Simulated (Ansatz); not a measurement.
Debugging a scan of the Hubbard U of CsGdO3, space group Pm-3m (Ansatz's Python interface).

Script `plus_u_csgdo3.py`:
```python
"""DFT+U scan for CsGdO3."""

import ansatz as az
import numpy as np


def count_gap(report):
    # lowest empty less highest filled band, counting bands; zero where they overlap
    return max(report.get("gap_by_band_count_ev") or 0.0, 0.0)

lattice = az.Lattice.of(
    (4.545455, 0.0, 0.0),
    (0.0, 4.545455, 0.0),
    (0.0, 0.0, 4.545455),
)
sites = [
    ("Cs", (0.0, 0.0, 0.0)),
    ("Gd", (0.5, 0.5, 0.5)),
    ("O", (0.5, 0.5, 0.0)),
    ("O", (0.5, 0.0, 0.5)),
    ("O", (0.0, 0.5, 0.5)),
]
csgdo3 = az.Crystal(lattice=lattice)
for symbol, position in sites:
    csgdo3 = csgdo3.atom(symbol, position)
csgdo3 = csgdo3.moments(Gd=7)

job = csgdo3.calculation()
job = job.occupations("fixed")
job = job.spin("collinear")
job = job.kpoints(5)
job = job.functional("LDA")
job = job.basis(510)
job = job.scf(max_iterations=50)
job = job.band_table()
rows = []
for u in [2.0, 4.0, 6.0, 8.0]:
    rep = job.hubbard("Gd", "f", u_eff=u).run().report
    shell = rep["hubbard"]["n_scf"]
    rows.append((u, count_gap(rep), sum(shell) / len(shell), max(abs(m) for m in rep["site_moments_mub"]), rep["n_iterations"]))
print("      U_eff eV  gap by band count eV  Gd f occupation (projector)  largest moment muB      iterations")
for row in rows:
    print(f"{str(row[0]):>14s}  {row[1]:20.3f}  {row[2]:27.4f}  {row[3]:18.3f}  {row[4]:14d}")
```

```console
$ python plus_u_csgdo3.py
Traceback (most recent call last):
  File "plus_u_csgdo3.py", line 38, in <module>
    rep = job.hubbard("Gd", "f", u_eff=u).run().report
          ~~~~~~~~~~~~~~~~~~~~~~~~~~~~~~~~~~~^^
  ...
ansatz.RefusalError: inconsistent input (scf.occupations.method, magnetization): a σ = 0 step fill (method: fixed, or a smearing width below the step floor) cannot realise an odd electron count (45) without a locked total moment — the per-k integer fill puts the same N_el/2 bands in each spin channel; set magnetization.spin_polarized: true with magnetization.spin_locking.lock_magnetization: hard and an odd magnetization.initial_magnetization (the unpaired electron then fills one channel), or use a smearing method with a finite width, such as fermi_dirac
```
(Library frames cut from the traceback.)

Find the fault and give the corrected script.

The fault: fixed occupations with an odd electron count and no spin, which leaves one band half filled. The correction:

```diff
--- before
+++ after
@@ -28,3 +28,3 @@
 job = csgdo3.calculation()
-job = job.occupations("fixed")
+job = job.occupations("Fermi-Dirac", width=0.1)
 job = job.spin("collinear")
```

After the fix:

`python plus_u_csgdo3.py` gives:
```text
      U_eff eV  gap by band count eV  Gd f occupation (projector)  largest moment muB      iterations
           2.0                 0.000                       7.0303               6.708              13
           4.0                 0.000                       7.0290               6.765              12
           6.0                 0.000                       7.0263               6.798              12
           8.0                 0.000                       7.0232               6.818              12
```

Open f shells: with a Hubbard U, without spin-orbit coupling; the state reached hangs on the start and needn't be the lowest. For a metal this k-point mesh is coarse: on a finer one energies can move by several to tens of meV an atom and pressures by half a GPa or more, differences at one mesh by less. A gap by band count of zero or less means overlapping bands, a metal. The structure comes from a database of computed cells and needn't be a stable or known phase. Levels are Kohn-Sham eigenvalues on this mesh, without spin-orbit coupling. Shell occupations and the effect of U depend on the projectors; a run with no .spin step is spin-unpolarised, and each U may end in a state that isn't the lowest. Hardware and time: 42 s on 1 thread of Arm Neoverse V1 (shared host), peak memory 0.56 GiB.
